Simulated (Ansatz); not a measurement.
# Pb (Lead): how the settings move a relaxation

How sensitive is a relaxation of Pb (Lead) to its settings? A reference run comes first, then one run with altered input.

Computed with Ansatz 0.2.0 (reference: DFT, PBEsol, PAW with Ansatz's default frozen-core files, scalar-relativistic; relaxation of cell and atoms, unless a step's input says otherwise).

**1. Starting point**

It takes space group Fm-3m (No. 225, cubic). The conventional cell has a = 4.950 Å, b = 4.950 Å, c = 4.950 Å, α = 90.00°, β = 90.00°, γ = 90.00°. Pb (site symmetry m-3m) has 12 Pb at 3.50 Å as nearest neighbours.

Structure file:

```xyz
1
Lattice="0.0000 2.4750 2.4750 2.4750 0.0000 2.4750 2.4750 2.4750 0.0000" Properties=species:S:1:pos:R:3 pbc="T T T"
Pb    0.0000    0.0000    0.0000
```

**2. The reference run**

File input.yaml:

```yaml
crystal:
  lattice:
    - [0.0, 2.47502, 2.47502]
    - [2.47502, 0.0, 2.47502]
    - [2.47502, 2.47502, 0.0]
  atoms:
    - { symbol: Pb, position: [0.0, 0.0, 0.0] }
kpoints:
  mp_grid: { grid: [16, 16, 16] }
scf:
  occupations: { method: fermi_dirac, width: 0.05 }
hamiltonian:
  xc: pbesol
  pseudopotentials: { kind: paw }
relax:
  f_tol: 0.002
  max_steps: 80
  cell: {}
output:
  forces: true
  stress: true
```

Run with:

```console
$ ansatz run input.yaml --threads 2 --pin off --max-ram 10240MiB --backend cpu --events-out ev --progress --plain --runs-dir out
```

The main lines of its log:

```text
[...]
Basis set: ecut = 420 eV, 609 PW (Γ), exchange–correlation on 48×48×48 points (8 copies of the dense FFT grid, shifted against one another)
[...]
k-points: 145 of 4096
[...]
SCF iter   1: F=—  HF=-11754.948785 eV  |F-HF|=—  |Δ(HF+E_count)|=         —  Δρ=1.93e-3  dr2=8.73e-4  ethr=1.77e-3  ⟨swp⟩=5.9  Hψ=10633  notcnv=0
preconditioner: auto → none  [metal: Δε(μ)=0.058 eV  Ē_g=19.852 eV  σ=0.050 eV  W_gap=0.28  n_scr=8 (ndim 8)  ℏωp=25.2 eV  f_vac=0.000  D(μ)=0.44/eV (n_scr^D=0)  sad-step TF]
SCF iter   2: F=—  HF=-11754.948107 eV  |F-HF|=—  |Δ(HF+E_count)|=   6.78e-4  Δρ=1.17e-3  dr2=3.55e-4  ethr=6.24e-6  ⟨swp⟩=2.6  Hψ=3767  notcnv=0  defer=3
[...]
relax step   1: F+E_penalty+E_count = -11754.94796009 eV  Δ(F+E_penalty+E_count) = +0.000e0 eV  max|allowed force component| = 0.000e0 eV/Å  Δτ_max = 0.0000 Å  P = -0.549 GPa  Ω = 30.323 Å³  (6 SCF iters, dr2 threshold 1.00e-7 eV, accepted)
[...]
Basis set: ecut = 420 eV, 561 PW (Γ), exchange–correlation on 48×48×48 points (8 copies of the dense FFT grid, shifted against one another)
[...]
relax step   2: F+E_penalty+E_count = -11754.94860038 eV  Δ(F+E_penalty+E_count) = -6.403e-4 eV  max|allowed force component| = 0.000e0 eV/Å  Δτ_max = 0.0000 Å  P = +0.053 GPa  Ω = 29.945 Å³  energy of the carried Pulay correction = +4.664e-5 eV  (3 SCF iters,
[...]
relax step   3: F+E_penalty+E_count = -11754.94860155 eV  Δ(F+E_penalty+E_count) = -1.171e-6 eV  max|allowed force component| = 0.000e0 eV/Å  Δτ_max = 0.0000 Å  P = -0.002 GPa  Ω = 29.978 Å³  energy of the carried Pulay correction = +4.252e-5 eV  (3 SCF iters,
[...]
SCF iter   3: F=—  HF=-11754.948559 eV  |F-HF|=—  |Δ(HF+E_count)|=   1.47e-9  Δρ=1.67e-6  dr2=1.73e-10  ethr=2.54e-11  ⟨swp⟩=1.0  Hψ=1598  notcnv=0
SCF iter   4: F=-11754.948559 eV  HF=-11754.948559 eV  |F-HF|=7.28e-12  |Δ(HF+E_count)|=  6.73e-11  Δρ=1.15e-7  dr2=1.97e-12  ethr=1.00e-12  ⟨swp⟩=3.9  Hψ=7025  notcnv=0
[...]
relax step   4: F+E_penalty+E_count = -11754.94855873 eV  Δ(F+E_penalty+E_count) = +4.283e-5 eV  max|allowed force component| = 0.000e0 eV/Å  Δτ_max = 0.0000 Å  P = -0.002 GPa  Ω = 29.978 Å³  stress off target by 2.04e-3 GPa  SCF on the basis re-selected at th
[...]
SCF converged after 4 iterations
Free energy (F): -11754.948559 eV
[...]
E sigma→0 (E₀):  -11754.946782 eV
[...]
Fermi energy:    11.006822 eV
[...]
  P = ⅓ Tr σ = -0.0020 GPa (-0.020 kbar)
--- Relaxed structure (3 steps of the walk, 3 accepted, 1 SCFs on fresh bases) ---
[...]
```

Run time: 1.7 s. Hardware: 2 threads of AMD EPYC 9R45 (Zen 5), shared host; peak memory 0.41 GiB.

**3. Changed: lower_state_search standard, ecutrho_ratio 6**

Changes to input.yaml since step 2:

```diff
@@ -11,2 +11,3 @@
   occupations: { method: fermi_dirac, width: 0.05 }
+  lower_state_search: standard
 hamiltonian:
@@ -21 +22,7 @@
   stress: true
+  write_density: true
+  write_potential: true
+  elf: true
+  volumetric_format: npy
+basis:
+  ecutrho_ratio: 6
```

Run with:

```console
$ ansatz run input.yaml --threads 2 --pin off --max-ram 10240MiB --backend cpu --events-out ev --progress --plain --runs-dir out
```

The program printed:

```text
Engine: ansatz 0.2.0
Pseudopotentials: kind: paw
Pseudopotential: Pb, paw, valence charge 14, recommended cutoff 420 eV (normal), Pb.paw.azcp
Functional definition: PBEsol
  exchange = pbesol_x
  correlation = pbesol_c
Crystal: 1 atoms, lattice volume = 30.323 Å³
Basis set: ecut = 420 eV, 609 PW (Γ), exchange–correlation on 60×60×60 points (8 copies of the dense FFT grid, shifted against one another)
Bands: 11, of which v1, the nominal top of the filled ones, is band 7 counted from 1 (6 counted from 0)
Symmetry: 48 space group operations
Space group: Fm-3m (ITA 225), of the structure as read, at distance tolerance 3.1e-5 Å
k-points: 145 of 4096
Non-local potential: Pb, projectors of the file, l = 0: 2, l = 1: 2, l = 2: 2, l = 3: 2
PAW form: soft (Blöchl's): semilocal exchange-correlation on the pseudo side does not see the compensation charge
PAW frozen core: Pb, regenerated for the run's functional, and the local potential with it (the file was generated under x = pbe(κ = 0.804, μ = 0.2195149727645171), c = pbe(β = 0.06672455060314922))
PAW one-centre angular grid: Pb, 590 points (default); XC on 64 Gauss nodes
Initial density: superposition of atomic densities (neutral atoms: chi_scale 0, normalization atom), corrected by the library's trained network
Initial wavefunctions: pseudopotential atomic-orbital guess
Functional: x = pbesol(κ = 0.804, μ = 0.12345679012345678), c = pbesol(β = 0.046)
SCF iter   1: F=—  HF=-11754.948789 eV  |F-HF|=—  |Δ(HF+E_count)|=         —  Δρ=1.93e-3  dr2=8.73e-4  ethr=1.77e-3  ⟨swp⟩=5.9  Hψ=10618  notcnv=0
preconditioner: auto → none  [metal: Δε(μ)=0.058 eV  Ē_g=19.852 eV  σ=0.050 eV  W_gap=0.28  n_scr=8 (ndim 8)  ℏωp=25.2 eV  f_vac=0.000  D(μ)=0.44/eV (n_scr^D=0)  sad-step TF]
SCF iter   2: F=—  HF=-11754.948109 eV  |F-HF|=—  |Δ(HF+E_count)|=   6.80e-4  Δρ=1.17e-3  dr2=3.55e-4  ethr=6.23e-6  ⟨swp⟩=2.6  Hψ=3781  notcnv=0  defer=3
SCF iter   3: F=—  HF=-11754.948000 eV  |F-HF|=—  |Δ(HF+E_count)|=   1.08e-4  Δρ=5.77e-4  dr2=7.97e-5  ethr=2.54e-6  ⟨swp⟩=2.0  Hψ=2601  notcnv=0  defer=3
SCF iter   4: F=—  HF=-11754.947962 eV  |F-HF|=—  |Δ(HF+E_count)|=   3.87e-5  Δρ=1.28e-4  dr2=3.74e-6  ethr=5.69e-7  ⟨swp⟩=2.2  Hψ=2564  notcnv=0  defer=3
iter 5 did not close the SCF: its close was put off for the readings that it lacked (scf_convergence_deferred on its scf_iter line)
SCF iter   5: F=-11754.947960 eV  HF=-11754.947960 eV  |F-HF|=1.25e-8  |Δ(HF+E_count)|=   1.61e-6  Δρ=1.50e-5  dr2=3.94e-8  ethr=2.67e-8  ⟨swp⟩=2.0  Hψ=2482  notcnv=0  defer=3
SCF iter   6: F=-11754.947960 eV  HF=-11754.947960 eV  |F-HF|=2.06e-9  |Δ(HF+E_count)|=   3.43e-9  Δρ=2.42e-6  dr2=1.91e-9  ethr=2.81e-10  ⟨swp⟩=5.5  Hψ=8220  notcnv=0
SCF 1 converged in 6 iterations: F = -11754.947960 eV  dr2 = 1.91e-9
relax step   1: F+E_penalty+E_count = -11754.94796016 eV  Δ(F+E_penalty+E_count) = +0.000e0 eV  max|allowed force component| = 0.000e0 eV/Å  Δτ_max = 0.0000 Å  P = -0.549 GPa  Ω = 30.323 Å³  (6 SCF iters, dr2 threshold 1.00e-7 eV, accepted)
Crystal: 1 atoms, lattice volume = 29.945 Å³
Basis set: ecut = 420 eV, 561 PW (Γ), exchange–correlation on 60×60×60 points (8 copies of the dense FFT grid, shifted against one another)
Initial density: handed on by an earlier stage of this run
Initial wavefunctions: those handed on with the density
iter 1 solved again at ethr=1.51e-8 eV; its pass at ethr=3.10e-3 eV (dr2=2.11e-6 eV) is discarded
SCF iter   1: F=—  HF=-11754.948602 eV  |F-HF|=—  |Δ(HF+E_count)|=         —  Δρ=1.68e-4  dr2=8.93e-6  ethr=1.51e-8  ⟨swp⟩=3.4  Hψ=15431  notcnv=0
eigensolver tolerance schedule calibrated: the retry pair's looser diagonalisation under-reported the residual by θ = 0.76 (0.14/decade); ethr = c·dr2/N_el runs at the constant in force after the calibration composes with the one it found (an armed cap, an earlier calibration), c = 4.8e-2
preconditioner: auto → none  [metal: Δε(μ)=0.066 eV  Ē_g=19.942 eV  σ=0.050 eV  W_gap=0.31  n_scr=8 (ndim 8)  ℏωp=25.4 eV  f_vac=0.000  D(μ)=0.43/eV (n_scr^D=0)]
SCF iter   2: F=—  HF=-11754.948600 eV  |F-HF|=—  |Δ(HF+E_count)|=   2.45e-6  Δρ=5.77e-5  dr2=5.02e-7  ethr=1.51e-8  ⟨swp⟩=2.0  Hψ=2602  notcnv=0
SCF iter   3: F=-11754.948600 eV  HF=-11754.948600 eV  |F-HF|=9.98e-8  |Δ(HF+E_count)|=   4.02e-7  Δρ=2.60e-5  dr2=9.50e-8  ethr=3.46e-10  ⟨swp⟩=7.8  Hψ=7695  notcnv=0
SCF 2 converged in 3 iterations: F = -11754.948600 eV  dr2 = 9.50e-8
relax step   2: F+E_penalty+E_count = -11754.94860046 eV  Δ(F+E_penalty+E_count) = -6.403e-4 eV  max|allowed force component| = 0.000e0 eV/Å  Δτ_max = 0.0000 Å  P = +0.053 GPa  Ω = 29.945 Å³  energy of the carried Pulay correction = +4.664e-5 eV  (3 SCF iters, dr2 threshold 1.00e-7 eV, accepted)
Crystal: 1 atoms, lattice volume = 29.978 Å³
iter 1 solved again at ethr=7.20e-10 eV; its pass at ethr=3.10e-3 eV (dr2=1.01e-7 eV) is discarded
SCF iter   1: F=—  HF=-11754.948602 eV  |F-HF|=—  |Δ(HF+E_count)|=         —  Δρ=2.51e-5  dr2=1.13e-7  ethr=7.20e-10  ⟨swp⟩=3.5  Hψ=14942  notcnv=0
preconditioner: auto → none  [metal: Δε(μ)=0.065 eV  Ē_g=19.941 eV  σ=0.050 eV  W_gap=0.31  n_scr=8 (ndim 8)  ℏωp=25.4 eV  f_vac=0.000  D(μ)=0.43/eV (n_scr^D=0)]
SCF iter   2: F=—  HF=-11754.948602 eV  |F-HF|=—  |Δ(HF+E_count)|=   5.75e-8  Δρ=8.42e-6  dr2=9.64e-9  ethr=7.20e-10  ⟨swp⟩=2.2  Hψ=2480  notcnv=0
SCF iter   3: F=-11754.948602 eV  HF=-11754.948602 eV  |F-HF|=9.50e-10  |Δ(HF+E_count)|=   1.03e-8  Δρ=2.77e-6  dr2=1.02e-9  ethr=5.07e-11  ⟨swp⟩=6.7  Hψ=6662  notcnv=0
SCF 3 converged in 3 iterations: F = -11754.948602 eV  dr2 = 1.02e-9
relax step   3: F+E_penalty+E_count = -11754.94860163 eV  Δ(F+E_penalty+E_count) = -1.173e-6 eV  max|allowed force component| = 0.000e0 eV/Å  Δτ_max = 0.0000 Å  P = -0.002 GPa  Ω = 29.978 Å³  energy of the carried Pulay correction = +4.252e-5 eV  (3 SCF iters, dr2 threshold 7.10e-9 eV, accepted)
Initial wavefunctions: pseudopotential atomic-orbital guess (no wavefunctions were taken with the density)
iter 1 solved again at ethr=1.10e-7 eV; its pass at ethr=3.10e-3 eV (dr2=1.54e-5 eV) is discarded
SCF iter   1: F=—  HF=-11754.948559 eV  |F-HF|=—  |Δ(HF+E_count)|=         —  Δρ=1.80e-5  dr2=2.17e-8  ethr=1.10e-7  ⟨swp⟩=3.2  Hψ=15628  notcnv=0
SCF iter   2: F=—  HF=-11754.948559 eV  |F-HF|=—  |Δ(HF+E_count)|=   4.48e-7  Δρ=8.07e-6  dr2=3.56e-9  ethr=1.55e-10  ⟨swp⟩=2.2  Hψ=2580  notcnv=0
SCF iter   3: F=—  HF=-11754.948559 eV  |F-HF|=—  |Δ(HF+E_count)|=   1.46e-9  Δρ=1.68e-6  dr2=1.74e-10  ethr=2.54e-11  ⟨swp⟩=1.0  Hψ=1598  notcnv=0
SCF iter   4: F=-11754.948559 eV  HF=-11754.948559 eV  |F-HF|=3.64e-12  |Δ(HF+E_count)|=  7.09e-11  Δρ=1.15e-7  dr2=1.97e-12  ethr=1.00e-12  ⟨swp⟩=4.9  Hψ=8708  notcnv=0
SCF 4 converged in 4 iterations: F = -11754.948559 eV  dr2 = 1.97e-12
relax step   4: F+E_penalty+E_count = -11754.94855880 eV  Δ(F+E_penalty+E_count) = +4.283e-5 eV  max|allowed force component| = 0.000e0 eV/Å  Δτ_max = 0.0000 Å  P = -0.002 GPa  Ω = 29.978 Å³  stress off target by 2.04e-3 GPa  SCF on the basis re-selected at this cell (its energy is not comparable with the rows above)  (4 SCF iters)
basis re-selected at this cell: Δ(F+E_penalty+E_count) = +4.283e-5 eV, ΔP = -0.001 GPa vs the last step (what re-selecting the basis moved, of the pressure what is left beyond the Pulay correction that the steps carried, after the strain that the cell walked since its last selection, with what the two solves' SCF thresholds leave and, on support functions, any second-order correction that the steps lacked; it is no measure of the basis error at this ecutwfc). This SCF's stress stands 2.04e-3 GPa from its target on what of the cell is left free (relax.cell.stress_tol is 5.00e-2 GPa) and its largest allowed force component is 0.00e0 eV/Å (relax.f_tol is 2.00e-3 eV/Å): within both
SCF converged after 4 iterations
Free energy (F): -11754.948559 eV
Harris-Foulkes:  -11754.948559 eV  (|F-HF|=3.64e-12)
Internal energy: -11754.945006 eV  (E = F + TS)
E sigma→0 (E₀):  -11754.946782 eV
Entropy (-TS):   -0.003553 eV (-3.553 meV/atom)
Fermi energy:    11.006823 eV
--- Per-component energies (eV) ---
  E_band       = -36.311824
  E_kinetic    = 289.274774
  E_local      = -1009.236256  (includes V_loc(G=0)·N_el)
  E_nonlocal   = 351.640273
  E_hartree    = 400.156222
  E_xc         = -219.180664
  E_vxc        = -132.968520  (∫ρ·V_xc dr)
  E_paw        = -10255.611158  (= ΣΔE_a)
  E_vpaw       = -335.334510  (= ΣTr[D̂ρ^β])
  E_aug_tail   = 0.000003  (compensation charges beyond the density's cutoff)
  E_ewald      = -1312.050316
  E_core_change = 0.062117  (= ΣΔE_core)
  E_smearing   = -0.003553  (= −TS)
  E_closure    = 0.000000  (closes the sum)
  Σ components = -11754.948559   (vs F -11754.948559, Δ=0.00e0)
--- Forces (eV/Å), atoms counted from 1 ---
  atom   1  Pb     0.00000000     0.00000000    -0.00000000
  max |Σ_I F_I| component: 7.40e-32 eV/Å
--- Stress (GPa, compression-positive) ---
       -0.002040       0.000000       0.000000
        0.000000      -0.002040       0.000000
        0.000000       0.000000      -0.002040
  P = ⅓ Tr σ = -0.0020 GPa (-0.020 kbar)
--- Band table (eV; the first three rows and the last of 145) ---
  k-point 0: bands = ["-6.0582", "-6.0582", "-6.0582", "-5.9113", "-5.9113", "-0.8830", "18.4596", "18.4596", "18.4596", "20.7044", "22.4189"]
  k-point 1: bands = ["-6.0583", "-6.0522", "-6.0522", "-5.9118", "-5.9118", "-0.8068", "17.4913", "18.3622", "18.3622", "20.5229", "22.8485"]
  k-point 2: bands = ["-6.0594", "-6.0374", "-6.0374", "-5.9108", "-5.9108", "-0.5779", "15.6234", "18.1064", "18.1064", "20.2850", "23.5204"]
  k-point 144: bands = ["-6.0462", "-5.9963", "-5.9963", "-5.8629", "-5.7358", "4.3704", "9.5481", "9.5481", "11.1975", "21.8915", "23.1662"]
--- The result so far, ahead of a search for a lower minimum behind the relaxation; the run's own can be another ---
--- Relaxed structure (3 steps of the walk, 3 accepted, 1 SCFs on fresh bases) ---
  F+E_penalty+E_count = -11754.94855880 eV   max|allowed force component| = 0.000e0 eV/Å   (the final SCF, on the basis selected at the relaxed cell)
  cell:  # Å, volume = 29.9779 Å³
    - [6.114446439474708e-34, 2.46560592459581, 2.46560592459581]
    - [2.46560592459581, 4.076297626316471e-34, 2.46560592459581]
    - [2.46560592459581, 2.46560592459581, -6.114446439474708e-34]
  atoms:
    - { symbol: Pb, position: [0.0, 0.0, 0.0] }
--- Search for a lower minimum behind the relaxation: the rows below count on from the relaxation's ---
SCF iter   1: F=—  HF=-11754.949380 eV  |F-HF|=—  |Δ(HF+E_count)|=         —  Δρ=1.97e-3  dr2=8.88e-4  ethr=1.77e-3  ⟨swp⟩=5.9  Hψ=10655  notcnv=0
preconditioner: auto → none  [metal: Δε(μ)=0.066 eV  Ē_g=19.906 eV  σ=0.050 eV  W_gap=0.31  n_scr=8 (ndim 8)  ℏωp=25.4 eV  f_vac=0.000  D(μ)=0.43/eV (n_scr^D=0)  sad-step TF]
SCF iter   2: F=—  HF=-11754.948710 eV  |F-HF|=—  |Δ(HF+E_count)|=   6.70e-4  Δρ=1.20e-3  dr2=3.62e-4  ethr=6.34e-6  ⟨swp⟩=2.7  Hψ=3803  notcnv=0  defer=2
SCF iter   3: F=—  HF=-11754.948599 eV  |F-HF|=—  |Δ(HF+E_count)|=   1.12e-4  Δρ=5.86e-4  dr2=8.18e-5  ethr=2.58e-6  ⟨swp⟩=2.0  Hψ=2598  notcnv=0  defer=2
SCF iter   4: F=—  HF=-11754.948561 eV  |F-HF|=—  |Δ(HF+E_count)|=   3.83e-5  Δρ=1.34e-4  dr2=4.07e-6  ethr=5.84e-7  ⟨swp⟩=2.3  Hψ=2602  notcnv=0  defer=2
iter 5 did not close the SCF: its close was put off for the readings that it lacked (scf_convergence_deferred on its scf_iter line)
SCF iter   5: F=-11754.948559 eV  HF=-11754.948559 eV  |F-HF|=1.57e-8  |Δ(HF+E_count)|=   1.78e-6  Δρ=1.53e-5  dr2=4.12e-8  ethr=2.91e-8  ⟨swp⟩=2.0  Hψ=2464  notcnv=0  defer=2
SCF iter   6: F=-11754.948559 eV  HF=-11754.948559 eV  |F-HF|=1.80e-9  |Δ(HF+E_count)|=   2.22e-9  Δρ=2.23e-6  dr2=1.70e-9  ethr=2.94e-10  ⟨swp⟩=1.0  Hψ=4724  notcnv=0
SCF 1 converged in 6 iterations: F = -11754.948559 eV  dr2 = 1.70e-9
SCF converged after 4 iterations
Free energy (F): -11754.948559 eV
Harris-Foulkes:  -11754.948559 eV  (|F-HF|=3.64e-12)
Internal energy: -11754.945006 eV  (E = F + TS)
E sigma→0 (E₀):  -11754.946782 eV
Entropy (-TS):   -0.003553 eV (-3.553 meV/atom)
Fermi energy:    11.006823 eV
--- Per-component energies (eV) ---
  E_band       = -36.311824
  E_kinetic    = 289.274774
  E_local      = -1009.236256  (includes V_loc(G=0)·N_el)
  E_nonlocal   = 351.640273
  E_hartree    = 400.156222
  E_xc         = -219.180664
  E_vxc        = -132.968520  (∫ρ·V_xc dr)
  E_paw        = -10255.611158  (= ΣΔE_a)
  E_vpaw       = -335.334510  (= ΣTr[D̂ρ^β])
  E_aug_tail   = 0.000003  (compensation charges beyond the density's cutoff)
  E_ewald      = -1312.050316
  E_core_change = 0.062117  (= ΣΔE_core)
  E_smearing   = -0.003553  (= −TS)
  E_closure    = 0.000000  (closes the sum)
  Σ components = -11754.948559   (vs F -11754.948559, Δ=0.00e0)
--- Forces (eV/Å), atoms counted from 1 ---
  atom   1  Pb     0.00000000     0.00000000    -0.00000000
  max |Σ_I F_I| component: 7.40e-32 eV/Å
--- Stress (GPa, compression-positive) ---
       -0.002040       0.000000       0.000000
        0.000000      -0.002040       0.000000
        0.000000       0.000000      -0.002040
  P = ⅓ Tr σ = -0.0020 GPa (-0.020 kbar)
--- Band table (eV; the first three rows and the last of 145) ---
  k-point 0: bands = ["-6.0582", "-6.0582", "-6.0582", "-5.9113", "-5.9113", "-0.8830", "18.4596", "18.4596", "18.4596", "20.7044", "22.4189"]
  k-point 1: bands = ["-6.0583", "-6.0522", "-6.0522", "-5.9118", "-5.9118", "-0.8068", "17.4913", "18.3622", "18.3622", "20.5229", "22.8485"]
  k-point 2: bands = ["-6.0594", "-6.0374", "-6.0374", "-5.9108", "-5.9108", "-0.5779", "15.6234", "18.1064", "18.1064", "20.2850", "23.5204"]
  k-point 144: bands = ["-6.0462", "-5.9963", "-5.9963", "-5.8629", "-5.7358", "4.3704", "9.5481", "9.5481", "11.1975", "21.8915", "23.1662"]
--- Relaxed structure (3 steps of the walk, 3 accepted, 1 SCFs on fresh bases) ---
  F+E_penalty+E_count = -11754.94855880 eV   max|allowed force component| = 0.000e0 eV/Å   (the final SCF, on the basis selected at the relaxed cell)
  cell:  # Å, volume = 29.9779 Å³
    - [6.114446439474708e-34, 2.46560592459581, 2.46560592459581]
    - [2.46560592459581, 4.076297626316471e-34, 2.46560592459581]
    - [2.46560592459581, 2.46560592459581, -6.114446439474708e-34]
  atoms:
    - { symbol: Pb, position: [0.0, 0.0, 0.0] }
```

It took 2.5 s on 2 threads of AMD EPYC 9R45 (Zen 5), shared host; peak memory 0.44 GiB.

Changing the search for lower states and numerical grids hardly moves the energy: 0.0 meV/atom.

**4. Side by side**

| run | ending | energy change | pressure (GPa) | gap (eV) | force (eV/Å) | cycles | time |
| --- | --- | --- | --- | --- | --- | --- | --- |
| reference | converged | 0 | 0.0 | 0.00 | 0.00 | 16 | 1.7 s |
| 1: lower_state_search standard, ecutrho_ratio 6 | converged | 0.0 meV/atom | 0.0 | 0.00 | 0.00 | 22 | 2.5 s |

Times don't compare one to one where runs were asked for different outputs or read a saved state (see the inputs); cycles may leave out searches for a lower state.

Changing the search for lower states and numerical grids leaves the energy as it was (0.0 meV/atom).
